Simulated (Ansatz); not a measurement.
Predict the output of the script below (Ansatz 0.2.0 through its Python package).

The script, `run_dimer.py`:
```python
"""Binding of a C2H3Br dimer at a trial geometry."""

import ansatz

FIRST = [
    ("C", (-0.5245, 0.1724, -0.4481)),
    ("C", (0.4175, 0.0111, 0.4061)),
    ("Br", (1.1599, -1.637, 0.7219)),
    ("H", (-0.9255, -0.5848, -1.0424)),
    ("H", (-0.9809, 1.2035, -0.6258)),
    ("H", (0.8536, 0.835, 0.9884)),
]
SECOND = [
    ("C", (1.3372, 5.6939, -0.4289)),
    ("C", (0.863, 4.5191, -0.6238)),
    ("Br", (-0.922, 4.1526, -0.4082)),
    ("H", (0.7705, 6.5286, -0.1652)),
    ("H", (2.4519, 5.9024, -0.5593)),
    ("H", (1.4758, 3.6652, -0.9453)),
]

def energy(atoms, ghosts=()):
    molecule = ansatz.Crystal.molecule()
    for symbol, xyz in atoms:
        molecule = molecule.atom(symbol, xyz)
    calc = (
        molecule.calculation()
        .basis(gaussian="def2-SVPD")
        .correlation("mp2")
    )
    deck = calc.input()
    if ghosts:
        deck = deck.set(ansatz.key.basis.gaussian.ghost_atoms, [{"symbol": s, "position_ang": list(xyz)} for s, xyz in ghosts])
    return ansatz.Session.from_dict(deck).plan().execute().report["free_energy_ev"]

# ghost atoms carry the functions of the partner
both = energy(FIRST + SECOND)
alone = energy(FIRST) + energy(SECOND)
ghosted = energy(FIRST, SECOND) + energy(SECOND, FIRST)
print(f"dimer {both:.6f} eV")
print(f"interaction, uncorrected   {(both - alone):8.3f} eV")
print(f"interaction, counterpoise  {(both - ghosted):8.3f} eV")
print(f"basis-set superposition    {(alone - ghosted):8.3f} eV")
```

```console
$ python run_dimer.py
dimer -144220.993293 eV
interaction, uncorrected     -0.118 eV
interaction, counterpoise    -0.043 eV
basis-set superposition       0.075 eV
```

Uncorrected it is -0.118 eV, with the counterpoise correction -0.043 eV; the difference, 0.07 eV, is the superposition error.

Caveats:
- Total energies depend on the basis set; only differences at equal settings carry meaning.
- The dimer is a generated trial pose of unrelaxed monomers, not a minimum, so the figure is no binding energy, and the basis set is small.
- The whole script took 27 s on 1 thread of Intel(R) Xeon(R) Processor @ 2.30GHz, with other jobs on the host, peak memory 0.75 GiB.
